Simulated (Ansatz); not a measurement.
What does this script print? It uses the Python package of Ansatz (0.2.0).

The script reads `ti3zn.cif`:
```cif
data_Ti3Zn
_cell_length_a 4.003752
_cell_length_b 4.003752
_cell_length_c 4.003752
_cell_angle_alpha 90.00000
_cell_angle_beta 90.00000
_cell_angle_gamma 90.00000
_symmetry_space_group_name_H-M 'P 1'
_symmetry_Int_Tables_number 1
loop_
_symmetry_equiv_pos_as_xyz
'x, y, z'
loop_
_atom_site_label
_atom_site_type_symbol
_atom_site_fract_x
_atom_site_fract_y
_atom_site_fract_z
Ti1 Ti    0.000000    0.500000    0.500000
Ti2 Ti    0.500000    0.000000    0.500000
Ti3 Ti    0.500000    0.500000    0.000000
Zn4 Zn    0.000000    0.000000    0.000000
```

`ecut.py`:
```python
'''Convergence of Ti3Zn with the plane-wave cutoff.'''

import warnings

import ansatz as az
from ase.io import read
import pandas as pd

SETTINGS = {
    'functional': 'lda',
    'smearing': 'gaussian',
    'sigma': 0.05,
}

warnings.simplefilter('ignore', az.DeckWarning)

atoms = read('ti3zn.cif')
cell = az.Crystal.from_ase(atoms)

job = (
    cell.calculation()
    .functional(SETTINGS['functional'])
    .kpoints(5, center='gamma')
    .occupations(SETTINGS['smearing'], width=SETTINGS['sigma'])
)

rows = []
for value in [250, 325, 400, 475]:
    report = job.basis(value).run().report
    rows.append((value, report['free_energy_ev'] / len(report['lattice']['sites']), report['n_iterations'], report['n_pw']))

table = pd.DataFrame(rows, columns=['cutoff (eV)', 'F/atom (eV)', 'iterations', 'plane waves'])
print(table.round(5).to_string(index=False))

# differences from the last row
for row in rows[:-1]:
    shift = 1000 * (row[1] - rows[-1][1])
    print(f'{row[0]}: {shift:+.2f} meV/atom' + ('  (within 5 meV)' if abs(shift) < 5 else ''))
```

```console
$ python ecut.py
 cutoff (eV)  F/atom (eV)  iterations  plane waves
         250  -2648.37357           8          587
         325  -2649.36648           7          847
         400  -2649.41837           7         1189
         475  -2649.41926           7         1503
250: +1045.69 meV/atom
325: +52.78 meV/atom
400: +0.89 meV/atom  (within 5 meV)
```

From 400 eV on it stays within 5 meV an atom of the value at 475 eV; the first row (250 eV) is off by 1045.7 meV and the last but one by 0.89 meV. The energy falls steadily, as expected when plane waves are added.

Reading the output:
- Spin is left out of this run.
- For a metal this k-point mesh is coarse: on a finer one energies can move by several to tens of meV an atom and pressures by half a GPa or more, differences at one mesh by less.
- This cell is a computed structure, which may not be the phase found in nature.
- Shifts are counted from the last row, which is itself no proven limit.
- The script silences the warnings on its input, which a real study should read.
- The whole script took 4.5 s on 1 thread of Intel(R) Xeon(R) Processor @ 2.30GHz (shared host), peak memory 0.6 GiB.
